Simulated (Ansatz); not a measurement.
# C₂H₆BNS: a ladder of functionals and wavefunction methods

The task here is to estimate one member of a computed series from the others.

Program: Ansatz 0.2.0, Gaussian basis. Level of theory: functionals in def2-TZVPP, the program's frozen cores in correlated methods. These are calculated values, not measurements.

The runs, in order: PBE-D4, r2SCAN-D4, PBE0-D4, B3LYP-D4, ωB97X-V, ωB97M-V, B2PLYP; CCSD(T)/def2-TZVPP; MP2/def2-QZVPP; extrapolation to the limit.

## The geometry

An earlier PBE0-D4 in a triple-zeta def2 set relaxation fixed the geometry.

11 atoms, charge 0, spin multiplicity 1.

Atoms are counted from 1 here; the program's logs count them from 0.

Bond lengths: B1–C2 1.598 Å, B1–H6 1.205 Å, B1–H7 1.198 Å, C2–N3 1.264 Å, C2–C4 1.520 Å, N3–H8 1.024 Å, C4–S5 1.833 Å, C4–H9 1.093 Å, C4–H10 1.091 Å, S5–H11 1.345 Å. Angles: C2–B1–H6 114.7°, C2–B1–H7 122.4°, H6–B1–H7 117.2°, B1–C2–N3 131.2°, B1–C2–C4 101.2°, N3–C2–C4 127.4°, C2–N3–H8 111.9°, C2–C4–S5 96.2°, C2–C4–H9 112.0°, C2–C4–H10 118.6°, S5–C4–H9 105.5°, S5–C4–H10 113.4°, H9–C4–H10 109.8°, C4–S5–H11 96.1°.

Set-up of the first run:

in.yaml reads:

```yaml
crystal:
  periodic: [false, false, false]
  atoms:
    - {symbol: B, position_ang: [-1.397844, 0.001979, 0.100917]}
    - {symbol: C, position_ang: [0.057739, -0.227697, 0.719420]}
    - {symbol: N, position_ang: [0.457921, -0.262199, 1.917505]}
    - {symbol: C, position_ang: [0.905557, -0.301188, -0.540224]}
    - {symbol: S, position_ang: [-0.280150, 0.576438, -1.627858]}
    - {symbol: H, position_ang: [-1.935538, -0.997147, -0.305837]}
    - {symbol: H, position_ang: [-2.107276, 0.902447, 0.448498]}
    - {symbol: H, position_ang: [1.470860, -0.396174, 1.978754]}
    - {symbol: H, position_ang: [0.965450, -1.318751, -0.934041]}
    - {symbol: H, position_ang: [1.899140, 0.149693, -0.529126]}
    - {symbol: H, position_ang: [0.029442, 1.815597, -1.207509]}
basis:
  gaussian: {orbitals: def2-TZVPP}
hamiltonian: {xc: pbe, dispersion: d4}
output: {forces: true, orbitals: {seedname: orbitals}}
```

Launch:

```
ansatz run in.yaml --threads 4 --pin off --events-out ev --progress --plain --max-ram 10444MiB
```

Steps of the session up to this table: PBE-D4 (GGA); r2SCAN-D4 (meta-GGA); PBE0-D4 (hybrid); B3LYP-D4 (hybrid); ωB97X-V (range-separated); ωB97M-V (range-separated); B2PLYP (double hybrid); CCSD(T) in def2-TZVPP; MP2 in def2-QZVPP.

One of the session's tables, all rows but one given; the rest of the session is left out.

It belongs to the step «Atomisation energies». 

```
            method  atomisation energy (eV)
            PBE-D4                   43.471
         r2SCAN-D4                   42.272
           PBE0-D4                   42.510
          B3LYP-D4                   42.186
           ωB97X-V                        ?
           ωB97M-V                   42.318
            B2PLYP                   41.597
     HF/def2-TZVPP                   29.603
    MP2/def2-TZVPP                   41.461
   CCSD/def2-TZVPP                   39.944
CCSD(T)/def2-TZVPP                   40.732
           MP2/CBS                   42.594
       CCSD(T)/CBS                   41.865
```

Q: Estimate the row for ωB97X-V from the others.

The run gave: atomisation energy (eV): 42.203. In the column «atomisation energy (eV)» it lies between B3LYP-D4 (42.186) and r2SCAN-D4 (42.272).
